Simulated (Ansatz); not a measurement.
# AlClH4O2S: the cost of one run

Method: RKS PBE/def2-SVP, in Ansatz 0.2.0.

### 1 The system as given

Bond lengths: Al1–O2 2.130 Å, O2–H3 1.010 Å, Al1–O4 1.780 Å, O4–H5 1.010 Å, Al1–Cl6 2.230 Å, Al1–S7 2.560 Å, S7–H8 1.400 Å. Angles: Al1–O2–H3 109.5°, O2–Al1–O4 120.0°, O2–Al1–Cl6 120.0°, O2–Al1–S7 71.6°, O4–Al1–Cl6 120.0°, O4–Al1–S7 96.8°, Cl6–Al1–S7 101.3°, Al1–O4–H5 109.5°, Al1–S7–H8 109.5°.

Coordinates:

```xyz
9

Al    0.0000    0.0000    0.0000
O     0.0000    0.0000    2.1300
H    -0.9095   -0.2814    2.4671
O     1.5415    0.0000   -0.8900
H     1.8414   -0.9519   -1.0449
Cl   -1.9312    0.0000   -1.1150
S     0.1147    2.4267    0.8072
H     0.6673    2.4659    2.0930
H     0.0596    1.2609    1.9536
```

### 2 Pulling towards end A

Springs on the bonds that form and break draw the guess towards this end; the thresholds are loose.

Input file input.yaml:

```yaml
crystal:
  periodic: [false, false, false]
  atoms:
    - { symbol: Al, position_ang: [0.0, 0.0, 0.0] }
    - { symbol: O, position_ang: [0.0, 0.0, 2.13] }
    - { symbol: H, position_ang: [-0.9095, -0.2814, 2.4671] }
    - { symbol: O, position_ang: [1.5415, 0.0, -0.89] }
    - { symbol: H, position_ang: [1.8414, -0.9519, -1.0449] }
    - { symbol: Cl, position_ang: [-1.9312, 0.0, -1.115] }
    - { symbol: S, position_ang: [0.1147, 2.4267, 0.8072] }
    - { symbol: H, position_ang: [0.6673, 2.4659, 2.093] }
    - { symbol: H, position_ang: [0.0596, 1.2609, 1.9536] }
basis:
  gaussian: { orbitals: def2-SVP }
hamiltonian:
  xc: pbe
relax:
  f_tol: 0.15
  max_steps: 25
  restrain:
    - { distance: [0, 6], at: 3.46, k: 30.0 }
    - { distance: [8, 1], at: 2.21, k: 30.0 }
    - { distance: [0, 1], at: 1.78, k: 30.0 }
    - { distance: [8, 6], at: 1.4, k: 30.0 }
```

Launch:

```console
> ansatz run input.yaml --threads 2 --pin off --max-ram 3072MiB --backend cpu --events-out ev --progress --plain --runs-dir out
```

**Question.** How long does this run take on 2 threads of Arm Neoverse V1, shared host, and how much memory does it need?

About 41 s, with a peak of 0.15 GiB.
